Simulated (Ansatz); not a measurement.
# Mo: the cost of one run

Program: Ansatz 0.2.0. Level of theory: DFT PBEsol, scalar-relativistic, plane waves, PAW. These are calculated values, not measurements.

## (1) The system as given

Symmetry: P6/mmm, No. 191, hexagonal system. Conventional cell: a = 2.736 Å, b = 2.736 Å, c = 2.555 Å, α = 90.00°, β = 90.00°, γ = 120.00°. Mo (site symmetry 6/mmm) is surrounded by 8 Mo at 2.56 to 2.74 Å.

Coordinates:

```
CELL_PARAMETERS angstrom
2.73551 0.00000 0.00000
-1.36776 2.36902 0.00000
0.00000 0.00000 2.55518
ATOMIC_POSITIONS crystal
Mo 0.00000 0.00000 0.50000
```

Source of the structure: the Materials Project (structure only).

(A quick probe on a coarse mesh, which set the mesh and smearing, is not shown.)

## (3) The relaxation

Contents of input.yaml:

```yaml
crystal:
  lattice:
    - [2.7355103972, 0.0, 0.0]
    - [-1.3677551986, 2.3690214963, 0.0]
    - [0.0, 0.0, 2.5551807]
  atoms:
    - { symbol: Mo, position: [0.0, 0.0, 0.5] }
basis:
  ecutwfc: 420
kpoints:
  mp_grid: { grid: [18, 18, 16] }
hamiltonian:
  xc: pbesol
scf:
  occupations: { method: gaussian, width: 0.1 }
output:
  forces: true
  stress: true
  eigenvalues: true
  write_density: true
  write_potential: true
  elf: true
  volumetric_format: npy
relax:
  adjacent_minimum: "off"
  f_tol: 0.005
  max_steps: 80
  cell: { stress_tol: 0.05 }
```

On the command line:

```console
$ ansatz run input.yaml --threads 4 --pin off --max-ram 9216MiB --backend cpu --events-out ev --progress --plain --runs-dir out
```

What time and memory should one allow on 4 threads of Intel Xeon at 2.50GHz (Skylake/Cascade Lake), shared host?

About 16 s, with a peak of 0.41 GiB.
